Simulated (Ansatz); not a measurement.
# Pb: the cost of one run

Method: DFT PBEsol, scalar-relativistic, in Ansatz 0.2.0.

## Step 1: The system as given

Symmetry: P6_3/mmc, No. 194, hexagonal system. The conventional cell has a = 3.480 Å, b = 3.480 Å, c = 5.590 Å, α = 90.00°, β = 90.00°, γ = 120.00°. Pb (site symmetry -6m2) has 12 Pb at 3.44 to 3.48 Å as nearest neighbours.

Structure file:

```
Pb
1.0
     3.48000    0.00000    0.00000
    -1.74000    3.01377    0.00000
     0.00000    0.00000    5.59000
Pb
2
Direct
  0.33333 0.66667 0.25000
  0.66667 0.33333 0.75000
```

Atoms are numbered in the order of the input: Pb1, Pb2.

## Step 2: After the deformation

Space group P6_3/mmc before, P6_3/mmc after.

## Step 3: All-electron LAPW

input.yaml

```yaml
crystal:
  lattice:
    - [3.4104006768, 0.0, 0.0]
    - [-1.7052003384, 2.9534936231, 0.0]
    - [0.0, 0.0, 5.59]
  atoms:
    - { symbol: Pb, position: [0.3333333333, 0.6666666667, 0.25] }
    - { symbol: Pb, position: [0.6666666667, 0.3333333333, 0.75] }
kpoints:
  mp_grid: { grid: [12, 12, 7] }
  band_path:
    path:
      - [0.0, 0.0, 0.0]
      - [0.5, 0.0, 0.0]
      - [0.3333333333, 0.3333333333, 0.0]
      - [0.0, 0.0, 0.0]
      - [0.0, 0.0, 0.5]
      - [0.5, 0.0, 0.5]
      - [0.3333333333, 0.3333333333, 0.5]
      - [0.0, 0.0, 0.5]
      - [0.5, 0.0, 0.5]
    npoints: 5
scf:
  occupations: { method: fermi_dirac, width: 0.05 }
hamiltonian:
  xc: pbesol
  pseudopotentials: { kind: all_electron, lapw: { basis_error: 0.0005 } }
output:
  forces: true
  stress: true
  eigenvalues: true
```

The run is started by

```
> ansatz run input.yaml --threads 1 --pin off --max-ram 3072MiB --backend cpu --events-out ev --progress --plain --runs-dir out
```

What time and memory should one allow on 1 thread of Arm Neoverse V2, shared host?

About 29 s, with a peak of 0.43 GiB.
